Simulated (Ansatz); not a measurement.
**CH₆BFOSi: a ladder of functionals and wavefunction methods**

The task here is to estimate one member of a computed series from the others.

Computed with Ansatz 0.2.0, Gaussian basis. Level: functionals in def2-TZVPP, the program's frozen cores in correlated methods.

The runs, in order: LDA (SPW92), PBE-D4, revPBE-D4, BLYP-D4, r2SCAN-D4, B97M-V, PBE0-D4, B3LYP-D4, r2SCANh-D4, r2SCAN0-D4, HSE06-D4, BHLYP-D4, CAM-B3LYP-D4, LC-ωPBE, ωB97X-V, ωB97M-V, B2PLYP, PBE-QIDH; CCSD(T)/def2-SVP; CCSD(T)/def2-TZVPP; MP2/def2-QZVPP; extrapolation to the limit; RPA on PBE.

**The geometry**

All runs share one geometry, relaxed beforehand with PBE0-D4 in a triple-zeta def2 set.

SMILES `B[SiH2]C(O)F`, 11 atoms, charge 0, spin multiplicity 1.

Atoms are counted from 1 here; the program's logs count them from 0.

Bond lengths: B1–Si2 2.007 Å, B1–H6 1.196 Å, B1–H7 1.193 Å, Si2–C3 1.915 Å, Si2–H8 1.490 Å, Si2–H9 1.493 Å, C3–O4 1.380 Å, C3–F5 1.399 Å, C3–H10 1.098 Å, O4–H11 0.963 Å. Angles: Si2–B1–H6 120.1°, Si2–B1–H7 121.8°, H6–B1–H7 118.0°, B1–Si2–C3 112.2°, B1–Si2–H8 113.1°, B1–Si2–H9 108.5°, C3–Si2–H8 107.7°, C3–Si2–H9 107.2°, H8–Si2–H9 107.9°, Si2–C3–O4 108.3°, Si2–C3–F5 108.6°, Si2–C3–H10 113.5°, O4–C3–F5 109.8°, O4–C3–H10 111.6°, F5–C3–H10 104.9°, C3–O4–H11 109.7°.

Set-up of the first run:

in.yaml reads:

```yaml
crystal:
  periodic: [false, false, false]
  atoms:
    - {symbol: B, position_ang: [-0.688074, 1.112985, 1.534748]}
    - {symbol: Si, position_ang: [-0.859825, 0.302635, -0.293739]}
    - {symbol: C, position_ang: [0.741231, -0.595641, -0.840314]}
    - {symbol: O, position_ang: [1.027890, -1.573285, 0.089895]}
    - {symbol: F, position_ang: [1.782497, 0.337193, -0.883285]}
    - {symbol: H, position_ang: [-1.661221, 1.492735, 2.116864]}
    - {symbol: H, position_ang: [0.373488, 1.264936, 2.058542]}
    - {symbol: H, position_ang: [-1.983986, -0.669259, -0.399966]}
    - {symbol: H, position_ang: [-1.107892, 1.398962, -1.276169]}
    - {symbol: H, position_ang: [0.688065, -1.007058, -1.857295]}
    - {symbol: H, position_ang: [1.753226, -2.121204, -0.228581]}
basis:
  gaussian: {orbitals: def2-TZVPP}
hamiltonian: {xc: lda}
output: {orbitals: {seedname: orbitals}}
```

Steps of the session up to this table: LDA; PBE-D4 (GGA); revPBE-D4 (GGA); BLYP-D4 (GGA); r2SCAN-D4 (meta-GGA); B97M-V (meta-GGA); PBE0-D4 (hybrid); B3LYP-D4 (hybrid); r2SCANh-D4 (hybrid); r2SCAN0-D4 (hybrid); HSE06-D4 (hybrid); BHLYP-D4 (hybrid); CAM-B3LYP-D4 (range-separated); LC-ωPBE (range-separated); ωB97X-V (range-separated); ωB97M-V (range-separated); B2PLYP (double hybrid); PBE-QIDH (double hybrid).

One of the session's tables, all rows but one given; the rest of the session is left out.

It belongs to the step «Frontier levels by functional». 

| functional | HOMO (eV) | LUMO (eV) | gap (eV) |
| --- | --- | --- | --- |
| LDA (SPW92) | -6.87 | -3.72 | 3.15 |
| PBE-D4 | -6.76 | -3.44 | 3.32 |
| revPBE-D4 | -6.71 | -3.32 | 3.39 |
| BLYP-D4 | -6.69 | -3.27 | 3.42 |
| r2SCAN-D4 | -7.05 | -3.10 | 3.95 |
| B97M-V | -7.18 | -3.25 | 3.93 |
| PBE0-D4 | -8.17 | -2.42 | 5.75 |
| B3LYP-D4 | -7.99 | -2.63 | 5.36 |
| r2SCANh-D4 | -7.58 | -2.75 | 4.83 |
| r2SCAN0-D4 | -8.36 | -2.23 | 6.13 |
| HSE06-D4 | -7.77 | -2.81 | 4.97 |
| BHLYP-D4 | ? | ? | ? |
| CAM-B3LYP-D4 | -9.60 | -1.28 | 8.32 |
| LC-ωPBE | -10.92 | -0.06 | 10.86 |
| ωB97X-V | -10.58 | -0.18 | 10.40 |
| ωB97M-V | -10.42 | -0.45 | 9.97 |

Estimate the missing values for BHLYP-D4.

Worked estimate for «HOMO (eV)». Against the share of exact exchange, BLYP-D4 (0, -6.69), B3LYP-D4 (0.2, -7.99) give a slope of -6.50 per unit share; at 0.5 the line stands at -9.94.

The run gave: HOMO (eV): -9.48; LUMO (eV): -1.33; gap (eV): 8.15. In «HOMO (eV)» the line misses by -0.46.
